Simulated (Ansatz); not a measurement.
# WS2: the cost of one run

Program: Ansatz 0.2.0. Level of theory: DFT PBEsol+U (U_eff = 2 eV on W d, around-mean-field double counting), plane waves, PAW, no spin–orbit coupling unless a run says so. These are calculated values, not measurements.

The COD entry's cell or inner coordinates are ideal or old and differ from later refinements, so a difference from it is no clean test against experiment.

## Step 1: The starting structure

Symmetry: P6_3/mmc, No. 194, hexagonal system. The conventional cell has a = 3.180 Å, b = 3.180 Å, c = 12.500 Å, α = 90.00°, β = 90.00°, γ = 120.00°. W (site symmetry -6m2) is surrounded by 6 S at 2.45 Å. S (site symmetry 3m) is surrounded by 3 W at 2.45 Å.

Structure file:

```
W S
1.0
     3.18000    0.00000    0.00000
    -1.59000    2.75396    0.00000
     0.00000    0.00000   12.50000
W S
2 4
Direct
  0.33333 0.66667 0.25000
  0.66667 0.33333 0.75000
  0.33333 0.66667 0.62000
  0.66667 0.33333 0.12000
  0.33333 0.66667 0.88000
  0.66667 0.33333 0.38000
```

Magnetic order typed: ferromagnetic.

An earlier series on this cell reached its lowest free state from «natural orbitals of the symmetric run, filled by rank», perhaps among other starts (it ended without moments).

## Step 2: Random orbitals: single harmonics, second filling

The input, input.yaml:

```yaml
crystal:
  lattice:
    - [3.17999949, 0.0, 0.0]
    - [-1.58999974, 2.75396034, 0.0]
    - [0.0, 0.0, 12.49999932]
  atoms:
    - { symbol: W, position: [0.3333333333, 0.6666666667, 0.25], spin: 0.3 }
    - { symbol: W, position: [0.6666666667, 0.3333333333, 0.75], spin: 0.3 }
    - { symbol: S, position: [0.3333333333, 0.6666666667, 0.62] }
    - { symbol: S, position: [0.6666666667, 0.3333333333, 0.12] }
    - { symbol: S, position: [0.3333333333, 0.6666666667, 0.88] }
    - { symbol: S, position: [0.6666666667, 0.3333333333, 0.38] }
basis:
  ecutwfc: 420
  ecutrho_ratio: 4
kpoints:
  mp_grid: { grid: [7, 7, 2] }
hamiltonian:
  xc: pbesol
  hubbard:
    sites:
      - { site: 0, l: d, u_eff: 2.0, starting_ns: [{ spin: up, occupation_matrix: s0up }, { spin: down, occupation_matrix: s0down }] }
      - { site: 1, l: d, u_eff: 2.0, starting_ns: [{ spin: up, occupation_matrix: s1up }, { spin: down, occupation_matrix: s1down }] }
    double_counting: amf
    occupation_matrices:
      s0up:
        matrix:
          - [0.02, 0.0, 0.0, 0.0, 0.0]
          - [0.0, 0.02, 0.0, 0.0, 0.0]
          - [0.0, 0.0, 0.02, 0.0, 0.0]
          - [0.0, 0.0, 0.0, 0.02, 0.0]
          - [0.0, 0.0, 0.0, 0.0, 0.97]
      s0down:
        matrix:
          - [0.97, 0.0, 0.0, 0.0, 0.0]
          - [0.0, 0.02, 0.0, 0.0, 0.0]
          - [0.0, 0.0, 0.02, 0.0, 0.0]
          - [0.0, 0.0, 0.0, 0.02, 0.0]
          - [0.0, 0.0, 0.0, 0.0, 0.02]
      s1up:
        matrix:
          - [0.02, 0.0, 0.0, 0.0, 0.0]
          - [0.0, 0.02, 0.0, 0.0, 0.0]
          - [0.0, 0.0, 0.02, 0.0, 0.0]
          - [0.0, 0.0, 0.0, 0.02, 0.0]
          - [0.0, 0.0, 0.0, 0.0, 0.97]
      s1down:
        matrix:
          - [0.97, 0.0, 0.0, 0.0, 0.0]
          - [0.0, 0.02, 0.0, 0.0, 0.0]
          - [0.0, 0.0, 0.02, 0.0, 0.0]
          - [0.0, 0.0, 0.0, 0.02, 0.0]
          - [0.0, 0.0, 0.0, 0.0, 0.02]
    ns_hold: until_converged
scf:
  occupations: { method: gaussian, width: 0.05 }
  lower_state_search: "off"
  max_iter: 150
output:
  forces: true
  stress: true
  eigenvalues: true
  populations: true
  hubbard: { sites: [{ site: 0, l: d }, { site: 1, l: d }] }
magnetization:
  spin_polarized: true
```

The typed matrices put 0.97 on the chosen orbitals and 0.02 on the others, and are held until the SCF converges, then released.

Launch:

```
$ ansatz run input.yaml --threads 4 --pin off --max-ram 6144MiB --backend cpu --events-out ev --progress --plain --runs-dir out
```

**Question.** How long does this run take on 4 threads of Arm Neoverse V2, shared host, and how much memory does it need?

About 12 s, with a peak of 0.61 GiB.
